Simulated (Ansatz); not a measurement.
**CH6Se2Si: basis-set convergence**

Aim: see how fast density functionals converge with the basis set for CH6Se2Si.

The runs use Ansatz 0.2.0, Gaussian basis; one geometry, several basis sets.

Levels to be run: PBE0-D4/def2-SVP; ωB97M-V/def2-SVP; PBE0-D4/def2-QZVPP; ωB97M-V/def2-QZVPP; the functionals' def2-TZVPP values are taken from earlier runs.

## 1. Structure used throughout

An earlier PBE0-D4 in a triple-zeta def2 set relaxation fixed the geometry.

SMILES `C[Se][Se][SiH3]`, 10 atoms, charge 0, spin multiplicity 1.

Atoms are counted from 1 here; the program's logs count them from 0.

Bond lengths: C1–Se2 1.946 Å, C1–H5 1.088 Å, C1–H6 1.087 Å, C1–H7 1.091 Å, Se2–Se3 2.335 Å, Se3–Si4 2.281 Å, Si4–H8 1.487 Å, Si4–H9 1.485 Å, Si4–H10 1.482 Å. Angles: Se2–C1–H5 110.1°, Se2–C1–H6 110.0°, Se2–C1–H7 106.0°, H5–C1–H6 110.9°, H5–C1–H7 109.8°, H6–C1–H7 110.0°, C1–Se2–Se3 99.4°, Se2–Se3–Si4 93.6°, Se3–Si4–H8 107.1°, Se3–Si4–H9 109.8°, Se3–Si4–H10 110.5°, H8–Si4–H9 109.6°, H8–Si4–H10 110.1°, H9–Si4–H10 109.7°.

## 2. PBE0-D4 in def2-SVP

File in.yaml:

```yaml
crystal:
  periodic: [false, false, false]
  atoms:
    - {symbol: C, position_ang: [-0.728741, 1.824467, 0.485920]}
    - {symbol: Se, position_ang: [-1.458459, 0.088139, 0.975485]}
    - {symbol: Se, position_ang: [-1.140056, -1.040794, -1.043935]}
    - {symbol: Si, position_ang: [0.963862, -1.726761, -0.492417]}
    - {symbol: H, position_ang: [0.319283, 1.724608, 0.211065]}
    - {symbol: H, position_ang: [-1.305244, 2.253801, -0.330140]}
    - {symbol: H, position_ang: [-0.819215, 2.450431, 1.375491]}
    - {symbol: H, position_ang: [1.509834, -2.453638, -1.669769]}
    - {symbol: H, position_ang: [1.816065, -0.547516, -0.195753]}
    - {symbol: H, position_ang: [0.925770, -2.623939, 0.687052]}
basis:
  gaussian: {orbitals: def2-SVP}
hamiltonian: {xc: pbe0, dispersion: d4}
output: {orbitals: {seedname: orbitals}}
```

Further steps of the session: ωB97M-V in def2-SVP; PBE0-D4 in def2-QZVPP; ωB97M-V in def2-QZVPP.

**Question.** What will the summary of the whole plan be? Wanted: PBE0-D4: double and triple zeta above quadruple; ωB97M-V: double and triple zeta above quadruple.

The runs gave:

| quantity | value |
| --- | --- |
| PBE0-D4: double and triple zeta above quadruple | 23.20, 3.09 eV |
| ωB97M-V: double and triple zeta above quadruple | 23.16, 2.99 eV |

In words: PBE0-D4 gains 20.11 eV from double to triple zeta, then 3.09 eV more. Total energies overstate the basis error of differences, where much of it tends to cancel.
